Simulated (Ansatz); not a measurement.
# CH₂Ge (triplet): wB97M-V, B2PLYP over vertical spin and charge gaps, def2-QZVPP

How well do these functionals follow the top wave-function level for CH₂Ge (triplet) over vertical spin and charge gaps?

Method: def2-QZVPP, all electrons in the functionals, frozen cores in the correlation of double hybrids and RPA; program: Ansatz 0.2.0, Gaussian basis.

The runs, in order: wB97M-V, B2PLYP, at charge 0, triplet; charge 0, singlet; charge 0, quintet; charge 1, doublet; charge 1, quartet.

10 further runs of the same task are left out: 10 set aside as unsound or not needed.

## Step 1: What is computed

The geometry is a PBE0/def2-TZVP stationary point (not a proven minimum). No spin-orbit coupling is included. The filled d shell of Ge may be among the frozen orbitals whatever the setting's name suggests; the logs give the count.

4 atoms, charge 0, spin multiplicity 3.

Atoms are counted from 1 here; the program's logs count them from 0.

Bond lengths: Ge1–C2 1.905 Å, Ge1–H3 1.592 Å, C2–H4 1.091 Å. Angles: C2–Ge1–H3 95.9°, Ge1–C2–H4 136.5°.

No dispersion term is added; wB97M-V holds VV10 nonlocal correlation.

The geometry shown and the zero of energy belong to the point charge 0, triplet. The yardstick, RCCSD(T), and other wave-function levels (R restricted, U unrestricted, valence and pair active spaces) come from earlier runs.

## Step 2: wB97M-V, charge 0, triplet

Contents of in.yaml:

```yaml
crystal:
  periodic: [false, false, false]
  atoms:
    - {symbol: Ge, position_ang: [0.000000, -0.044572, 0.290198]}
    - {symbol: C, position_ang: [0.000000, 0.182313, -1.601029]}
    - {symbol: H, position_ang: [0.000000, 1.508639, 0.640309]}
    - {symbol: H, position_ang: [0.000000, -0.468907, -2.476239]}
basis:
  gaussian: {orbitals: "def2-QZVPP.json"}
magnetization: {spin_polarized: true, initial_magnetization: 2}
hamiltonian: {xc: {name: wB97M-V}}
output: {orbitals: {seedname: orbitals}}
```

The run is started by

```bash
ansatz run in.yaml --threads 2 --pin off --events-out ev --progress --plain --max-ram 23808MiB --backend cuda --devices 0, --max-vram 18GiB
```

The program printed, cut to the lines that bear on the results:

```text
Functional definition: wB97M-V
  name "wB97M-V"
  cite "Mardirossian & Head-Gordon, J. Chem. Phys. 144, 214110 (2016) doi:10.1063/1.4952647"
  cite "Becke, J. Chem. Phys. 107, 8554 (1997) doi:10.1063/1.475007"
  cite "Vydrov & Van Voorhis, J. Chem. Phys. 133, 244103 (2010) doi:10.1063/1.3521275"
  # Of w^i u^j: cxij and so on, Table III.
[...]
  gx(w, u) = 1 - cx + cx01*u + cx10*w
  gss(w, u) = css00 + css04*u^4 + css10*w + css20*w^2 + css43*w^4*u^3
  gos(w, u) = cos00 + cos10*w + (cos20 + cos21*u)*w^2 + (cos60 + cos61*u)*w^6
[...]
      + integral(e_c_pw_mod_opposite_spin*gos(b97_w_opposite, b97_u_opposite)) + vv10(b, c)
835 factors; their error is unknown
172 factors; integrals over basis functions are off by at most 1.2e-5 eV
[...]
mean field -57581.01791333 eV, -2116.0633784991 hartree, gradient 5.6e-5 eV, S^2 2.008344; 1 other end points of the search recorded, 0 dependent functions left out
reference -57581.01795611 eV, -2116.0633800713 hartree; 21, 19 occupied and 185, 187 virtual orbitals, 835 factors
Total energy: -57581.01795611 eV, -2116.0633800713 hartree
```

It took 2.4 s on 1 × H100 (card shared with other runs) with 2 threads of AMD EPYC 7R13, shared host; peak host memory 0.91 GiB.

From the report: ⟨S²⟩ of the determinant 2.008 (pure triplet: 2.00).

## Step 3: wB97M-V, charge 0, singlet

Edit in.yaml of step 2 so:

```diff
@@ -9,3 +9,3 @@
   gaussian: {orbitals: "def2-QZVPP.json"}
-magnetization: {spin_polarized: true, initial_magnetization: 2}
+magnetization: {spin_polarized: true, initial_magnetization: 0}
 hamiltonian: {xc: {name: wB97M-V}}
```

Same command.

The program printed, cut to the lines that bear on the results:

```text
Functional definition: wB97M-V
  name "wB97M-V"
  cite "Mardirossian & Head-Gordon, J. Chem. Phys. 144, 214110 (2016) doi:10.1063/1.4952647"
  cite "Becke, J. Chem. Phys. 107, 8554 (1997) doi:10.1063/1.475007"
  cite "Vydrov & Van Voorhis, J. Chem. Phys. 133, 244103 (2010) doi:10.1063/1.3521275"
  # Of w^i u^j: cxij and so on, Table III.
[...]
  gx(w, u) = 1 - cx + cx01*u + cx10*w
  gss(w, u) = css00 + css04*u^4 + css10*w + css20*w^2 + css43*w^4*u^3
  gos(w, u) = cos00 + cos10*w + (cos20 + cos21*u)*w^2 + (cos60 + cos61*u)*w^6
[...]
      + integral(e_c_pw_mod_opposite_spin*gos(b97_w_opposite, b97_u_opposite)) + vv10(b, c)
835 factors; their error is unknown
172 factors; integrals over basis functions are off by at most 1.2e-5 eV
[...]
mean field -57580.98094579 eV, -2116.0620199671 hartree, gradient 1.2e-5 eV, S^2 0.593061; 7 other end points of the search recorded, 0 dependent functions left out
reference -57580.98098833 eV, -2116.0620215303 hartree; 20, 20 occupied and 186, 186 virtual orbitals, 835 factors
Total energy: -57580.98098833 eV, -2116.0620215303 hartree
```

Run time: 7 s. Hardware: 1 × H100 (card shared with other runs) with 2 threads of AMD EPYC 7R13, shared host; peak host memory 0.92 GiB.

From the report: ⟨S²⟩ of the determinant 0.593 (pure singlet: 0.00). The determinant is far from a pure spin state, so its energy mixes those of several spin states (harmless only where they are near-degenerate, as at dissociation).

From charge 0, triplet: +0.9 kcal/mol.

## Step 4: wB97M-V, charge 0, quintet

Edit in.yaml of step 3 so:

```diff
@@ -9,3 +9,3 @@
   gaussian: {orbitals: "def2-QZVPP.json"}
-magnetization: {spin_polarized: true, initial_magnetization: 0}
+magnetization: {spin_polarized: true, initial_magnetization: 4}
 hamiltonian: {xc: {name: wB97M-V}}
```

Launched as before.

The program printed, cut to the lines that bear on the results:

```text
Functional definition: wB97M-V
  name "wB97M-V"
  cite "Mardirossian & Head-Gordon, J. Chem. Phys. 144, 214110 (2016) doi:10.1063/1.4952647"
  cite "Becke, J. Chem. Phys. 107, 8554 (1997) doi:10.1063/1.475007"
  cite "Vydrov & Van Voorhis, J. Chem. Phys. 133, 244103 (2010) doi:10.1063/1.3521275"
  # Of w^i u^j: cxij and so on, Table III.
[...]
  gx(w, u) = 1 - cx + cx01*u + cx10*w
  gss(w, u) = css00 + css04*u^4 + css10*w + css20*w^2 + css43*w^4*u^3
  gos(w, u) = cos00 + cos10*w + (cos20 + cos21*u)*w^2 + (cos60 + cos61*u)*w^6
[...]
      + integral(e_c_pw_mod_opposite_spin*gos(b97_w_opposite, b97_u_opposite)) + vv10(b, c)
835 factors; their error is unknown
172 factors; integrals over basis functions are off by at most 1.2e-5 eV
[...]
mean field -57578.15542271 eV, -2115.9581839091 hartree, gradient 4.1e-5 eV, S^2 6.006732; 0 other end points of the search recorded, 0 dependent functions left out
reference -57578.15546422 eV, -2115.9581854347 hartree; 22, 18 occupied and 184, 188 virtual orbitals, 835 factors
Total energy: -57578.15546422 eV, -2115.9581854347 hartree
```

It took 2.4 s on 1 × H100 (card shared with other runs) with 2 threads of AMD EPYC 7R13, shared host; peak host memory 0.9 GiB.

From the report: ⟨S²⟩ of the determinant 6.007 (pure quintet: 6.00).

From charge 0, triplet: +66.0 kcal/mol.

## Step 5: wB97M-V, charge 1, doublet

Edit in.yaml of step 4 so:

```diff
@@ -9,3 +9,4 @@
   gaussian: {orbitals: "def2-QZVPP.json"}
-magnetization: {spin_polarized: true, initial_magnetization: 4}
+total_charge: 1
+magnetization: {spin_polarized: true, initial_magnetization: 1}
 hamiltonian: {xc: {name: wB97M-V}}
```

Launched as before.

The program printed, cut to the lines that bear on the results:

```text
Functional definition: wB97M-V
  name "wB97M-V"
  cite "Mardirossian & Head-Gordon, J. Chem. Phys. 144, 214110 (2016) doi:10.1063/1.4952647"
  cite "Becke, J. Chem. Phys. 107, 8554 (1997) doi:10.1063/1.475007"
  cite "Vydrov & Van Voorhis, J. Chem. Phys. 133, 244103 (2010) doi:10.1063/1.3521275"
  # Of w^i u^j: cxij and so on, Table III.
[...]
  gx(w, u) = 1 - cx + cx01*u + cx10*w
  gss(w, u) = css00 + css04*u^4 + css10*w + css20*w^2 + css43*w^4*u^3
  gos(w, u) = cos00 + cos10*w + (cos20 + cos21*u)*w^2 + (cos60 + cos61*u)*w^6
[...]
      + integral(e_c_pw_mod_opposite_spin*gos(b97_w_opposite, b97_u_opposite)) + vv10(b, c)
835 factors; their error is unknown
172 factors; integrals over basis functions are off by at most 1.2e-5 eV
[...]
mean field -57572.58005476 eV, -2115.7532929160 hartree, gradient 2.4e-5 eV, S^2 1.071326; 4 other end points of the search recorded, 0 dependent functions left out
reference -57572.58010072 eV, -2115.7532946052 hartree; 20, 19 occupied and 186, 187 virtual orbitals, 835 factors
Total energy: -57572.58010072 eV, -2115.7532946052 hartree
```

Wall time 4.3 s (1 × H100 (card shared with other runs) with 2 threads of AMD EPYC 7R13, shared host); peak host memory 0.89 GiB.

From the report: ⟨S²⟩ of the determinant 1.071 (pure doublet: 0.75).

From charge 0, triplet: +194.6 kcal/mol.

## Step 6: wB97M-V, charge 1, quartet

Edit in.yaml of step 5 so:

```diff
@@ -10,3 +10,3 @@
 total_charge: 1
-magnetization: {spin_polarized: true, initial_magnetization: 1}
+magnetization: {spin_polarized: true, initial_magnetization: 3}
 hamiltonian: {xc: {name: wB97M-V}}
```

Same command.

The program printed, cut to the lines that bear on the results:

```text
Functional definition: wB97M-V
  name "wB97M-V"
  cite "Mardirossian & Head-Gordon, J. Chem. Phys. 144, 214110 (2016) doi:10.1063/1.4952647"
  cite "Becke, J. Chem. Phys. 107, 8554 (1997) doi:10.1063/1.475007"
  cite "Vydrov & Van Voorhis, J. Chem. Phys. 133, 244103 (2010) doi:10.1063/1.3521275"
  # Of w^i u^j: cxij and so on, Table III.
[...]
  gx(w, u) = 1 - cx + cx01*u + cx10*w
  gss(w, u) = css00 + css04*u^4 + css10*w + css20*w^2 + css43*w^4*u^3
  gos(w, u) = cos00 + cos10*w + (cos20 + cos21*u)*w^2 + (cos60 + cos61*u)*w^6
[...]
      + integral(e_c_pw_mod_opposite_spin*gos(b97_w_opposite, b97_u_opposite)) + vv10(b, c)
835 factors; their error is unknown
172 factors; integrals over basis functions are off by at most 1.2e-5 eV
[...]
mean field -57571.46975677 eV, -2115.7124902177 hartree, gradient 1.3e-5 eV, S^2 3.757668; 0 other end points of the search recorded, 0 dependent functions left out
reference -57571.46980219 eV, -2115.7124918868 hartree; 21, 18 occupied and 185, 188 virtual orbitals, 835 factors
Total energy: -57571.46980219 eV, -2115.7124918868 hartree
```

It took 2.5 s on 1 × H100 (card shared with other runs) with 2 threads of AMD EPYC 7R13, shared host; peak host memory 0.9 GiB.

From the report: ⟨S²⟩ of the determinant 3.758 (pure quartet: 3.75).

From charge 0, triplet: +220.2 kcal/mol.

## Step 7: B2PLYP, charge 0, triplet

Edit in.yaml of step 6 so:

```diff
@@ -9,5 +9,4 @@
   gaussian: {orbitals: "def2-QZVPP.json"}
-total_charge: 1
-magnetization: {spin_polarized: true, initial_magnetization: 3}
-hamiltonian: {xc: {name: wB97M-V}}
-output: {orbitals: {seedname: orbitals}}
+magnetization: {spin_polarized: true, initial_magnetization: 2}
+hamiltonian: {xc: {name: B2PLYP}}
+correlation: {electrons: outside_noble_gas}
```

Same command.

The program printed, cut to the lines that bear on the results:

```text
Functional definition: B2PLYP
  name "B2PLYP"
  cite "Grimme, J. Chem. Phys. 124, 034108 (2006) doi:10.1063/1.2148954"
  cite "Becke, Phys. Rev. A 38, 3098 (1988) doi:10.1103/PhysRevA.38.3098"
  cite "Lee, Yang & Parr, Phys. Rev. B 37, 785 (1988) doi:10.1103/PhysRevB.37.785"
[...]
1307 factors; integrals over basis functions are off by at most 9.9e-4 eV
[...]
mean field -57570.57733456 eV, -2115.6796943064 hartree, gradient 1.3e-6 eV, S^2 2.014315; 2 other end points of the search recorded, 0 dependent functions left out
15 core orbitals not correlated: weight in the atoms' cores, before any rotation towards them, 0.999 or more for the frozen orbitals, at most 0.001 for the correlated occupied ones
reference -57570.57747041 eV, -2115.6796992987 hartree; 6, 4 occupied and 185, 187 virtual orbitals, 1307 factors
second order -7.50969836 eV of doubles, -0.00000000 eV of singles
Total energy: -57572.60508897 eV, -2115.7542129063 hartree
```

Wall time 2.3 s (1 × H100 (card shared with other runs) with 2 threads of AMD EPYC 7R13, shared host); peak host memory 1 GiB.

From the report: ⟨S²⟩ of the determinant 2.014 (pure triplet: 2.00).

## Step 8: B2PLYP, charge 0, singlet

Edit in.yaml of step 7 so:

```diff
@@ -9,3 +9,3 @@
   gaussian: {orbitals: "def2-QZVPP.json"}
-magnetization: {spin_polarized: true, initial_magnetization: 2}
+magnetization: {spin_polarized: true, initial_magnetization: 0}
 hamiltonian: {xc: {name: B2PLYP}}
```

Same command.

The program printed, cut to the lines that bear on the results:

```text
Functional definition: B2PLYP
  name "B2PLYP"
  cite "Grimme, J. Chem. Phys. 124, 034108 (2006) doi:10.1063/1.2148954"
  cite "Becke, Phys. Rev. A 38, 3098 (1988) doi:10.1103/PhysRevA.38.3098"
  cite "Lee, Yang & Parr, Phys. Rev. B 37, 785 (1988) doi:10.1103/PhysRevB.37.785"
[...]
1307 factors; integrals over basis functions are off by at most 9.9e-4 eV
[...]
mean field -57570.50875663 eV, -2115.6771741137 hartree, gradient 3.6e-6 eV, S^2 0.959096; 10 other end points of the search recorded, 0 dependent functions left out
15 core orbitals not correlated: weight in the atoms' cores, before any rotation towards them, 0.999 or more for the frozen orbitals, at most 0.001 for the correlated occupied ones
reference -57570.50889344 eV, -2115.6771791415 hartree; 5, 5 occupied and 186, 186 virtual orbitals, 1307 factors
second order -7.95751083 eV of doubles, -0.00000000 eV of singles
Total energy: -57572.65742137 eV, -2115.7561360864 hartree
```

Wall time 6 s (1 × H100 (card shared with other runs) with 2 threads of AMD EPYC 7R13, shared host); peak host memory 1 GiB.

From the report: ⟨S²⟩ of the determinant 0.959 (pure singlet: 0.00). The determinant is far from a pure spin state, so its energy mixes those of several spin states (harmless only where they are near-degenerate, as at dissociation).

From charge 0, triplet: -1.2 kcal/mol.

## Step 9: B2PLYP, charge 0, quintet

Edit in.yaml of step 8 so:

```diff
@@ -9,3 +9,3 @@
   gaussian: {orbitals: "def2-QZVPP.json"}
-magnetization: {spin_polarized: true, initial_magnetization: 0}
+magnetization: {spin_polarized: true, initial_magnetization: 4}
 hamiltonian: {xc: {name: B2PLYP}}
```

Same command.

The program printed, cut to the lines that bear on the results:

```text
Functional definition: B2PLYP
  name "B2PLYP"
  cite "Grimme, J. Chem. Phys. 124, 034108 (2006) doi:10.1063/1.2148954"
  cite "Becke, Phys. Rev. A 38, 3098 (1988) doi:10.1103/PhysRevA.38.3098"
  cite "Lee, Yang & Parr, Phys. Rev. B 37, 785 (1988) doi:10.1103/PhysRevB.37.785"
[...]
1307 factors; integrals over basis functions are off by at most 9.9e-4 eV
[...]
mean field -57568.02922601 eV, -2115.5860530440 hartree, gradient 1.0e-5 eV, S^2 6.012096; 0 other end points of the search recorded, 0 dependent functions left out
15 core orbitals not correlated: weight in the atoms' cores, before any rotation towards them, 0.998 or more for the frozen orbitals, at most 0.001 for the correlated occupied ones
reference -57568.02936237 eV, -2115.5860580555 hartree; 7, 3 occupied and 184, 188 virtual orbitals, 1307 factors
second order -6.41223068 eV of doubles, -0.00000000 eV of singles
Total energy: -57569.76066466 eV, -2115.6496822409 hartree
```

It took 2.7 s on 1 × H100 (card shared with other runs) with 2 threads of AMD EPYC 7R13, shared host; peak host memory 1 GiB.

From the report: ⟨S²⟩ of the determinant 6.012 (pure quintet: 6.00).

From charge 0, triplet: +65.6 kcal/mol.

## Step 10: B2PLYP, charge 1, doublet

Edit in.yaml of step 9 so:

```diff
@@ -9,3 +9,4 @@
   gaussian: {orbitals: "def2-QZVPP.json"}
-magnetization: {spin_polarized: true, initial_magnetization: 4}
+total_charge: 1
+magnetization: {spin_polarized: true, initial_magnetization: 1}
 hamiltonian: {xc: {name: B2PLYP}}
```

Launched as before.

The program printed, cut to the lines that bear on the results:

```text
Functional definition: B2PLYP
  name "B2PLYP"
  cite "Grimme, J. Chem. Phys. 124, 034108 (2006) doi:10.1063/1.2148954"
  cite "Becke, Phys. Rev. A 38, 3098 (1988) doi:10.1103/PhysRevA.38.3098"
  cite "Lee, Yang & Parr, Phys. Rev. B 37, 785 (1988) doi:10.1103/PhysRevB.37.785"
[...]
1307 factors; integrals over basis functions are off by at most 9.9e-4 eV
[...]
mean field -57562.33290503 eV, -2115.3767171094 hartree, gradient 3.5e-6 eV, S^2 1.240289; 5 other end points of the search recorded, 0 dependent functions left out
15 core orbitals not correlated: weight in the atoms' cores, before any rotation towards them, 0.999 or more for the frozen orbitals, at most 0.001 for the correlated occupied ones
reference -57562.33304073 eV, -2115.3767220961 hartree; 5, 4 occupied and 186, 187 virtual orbitals, 1307 factors
second order -6.89715048 eV of doubles, -0.00000000 eV of singles
Total energy: -57564.19527136 eV, -2115.4451578094 hartree
```

It took 5.5 s on 1 × H100 (card shared with other runs) with 2 threads of AMD EPYC 7R13, shared host; peak host memory 1 GiB.

From the report: ⟨S²⟩ of the determinant 1.240 (pure doublet: 0.75).

From charge 0, triplet: +193.9 kcal/mol.

## Step 11: B2PLYP, charge 1, quartet

Edit in.yaml of step 10 so:

```diff
@@ -10,3 +10,3 @@
 total_charge: 1
-magnetization: {spin_polarized: true, initial_magnetization: 1}
+magnetization: {spin_polarized: true, initial_magnetization: 3}
 hamiltonian: {xc: {name: B2PLYP}}
```

Launched as before.

The program printed, cut to the lines that bear on the results:

```text
Functional definition: B2PLYP
  name "B2PLYP"
  cite "Grimme, J. Chem. Phys. 124, 034108 (2006) doi:10.1063/1.2148954"
  cite "Becke, Phys. Rev. A 38, 3098 (1988) doi:10.1103/PhysRevA.38.3098"
  cite "Lee, Yang & Parr, Phys. Rev. B 37, 785 (1988) doi:10.1103/PhysRevB.37.785"
[...]
1307 factors; integrals over basis functions are off by at most 9.9e-4 eV
[...]
mean field -57561.40529196 eV, -2115.3426279577 hartree, gradient 1.0e-5 eV, S^2 3.764501; 0 other end points of the search recorded, 0 dependent functions left out
15 core orbitals not correlated: weight in the atoms' cores, before any rotation towards them, 0.999 or more for the frozen orbitals, at most 0.001 for the correlated occupied ones
reference -57561.40542966 eV, -2115.3426330182 hartree; 6, 3 occupied and 185, 188 virtual orbitals, 1307 factors
second order -6.22161114 eV of doubles, -0.00000000 eV of singles
Total energy: -57563.08526467 eV, -2115.4043658161 hartree
```

Run time: 1.8 s. Hardware: 1 × H100 (card shared with other runs) with 2 threads of AMD EPYC 7R13, shared host; peak host memory 1 GiB.

From the report: ⟨S²⟩ of the determinant 3.765 (pure quartet: 3.75).

From charge 0, triplet: +219.5 kcal/mol.

## Step 12: The comparison

No level is safe as a reference over these points; RCCSD(T) serves as a yardstick only. It comes from earlier runs at the same points. Energies in kcal/mol, counted from charge 0, triplet; blanks weren't run or aren't comparable.

| level | triplet to singlet | triplet to quintet | ionisation to the doublet cation | ionisation to the quartet cation |
| --- | --- | --- | --- | --- |
| RCCSD(T) | -9.0 | 61.4 | 190.5 | 219.3 |
| wB97M-V | 0.9 | 66.0 | 194.6 | 220.2 |
| B2PLYP | -1.2 | 65.6 | 193.9 | 219.5 |

Largest miss and mean time a point (RCCSD(T) took 14 s a point; shared hosts):

| level | largest miss (kcal/mol) | where | time a point |
| --- | --- | --- | --- |
| wB97M-V | +9.9 | triplet to singlet | 3.7 s |
| B2PLYP | +7.8 | triplet to singlet | 3.7 s |

## Step 13: Results

| quantity | value |
| --- | --- |
| triplet to singlet, RCCSD(T) | -9.0 kcal/mol |
| triplet to quintet, RCCSD(T) | 61.4 kcal/mol |
| ionisation to the doublet cation, RCCSD(T) | 190.5 kcal/mol |
| ionisation to the quartet cation, RCCSD(T) | 219.3 kcal/mol |
| largest miss, wB97M-V | +9.9 kcal/mol (triplet to singlet) |
| largest miss, B2PLYP | +7.8 kcal/mol (triplet to singlet) |

**Reading.** Of the functionals, B2PLYP keep the smallest largest miss at the points compared (at most 7.8 kcal/mol) and wB97M-V strays most (9.9 kcal/mol, at triplet to singlet). wB97M-V, B2PLYP clearly break the spin symmetry at some points (⟨S²⟩ up to 0.96 above the pure value), so energy there is bought with a mixed spin. Functionals and the yardstick converge differently with the basis, so part of each miss in def2-QZVPP is the basis. The yardstick itself may be off where one determinant is a poor start.
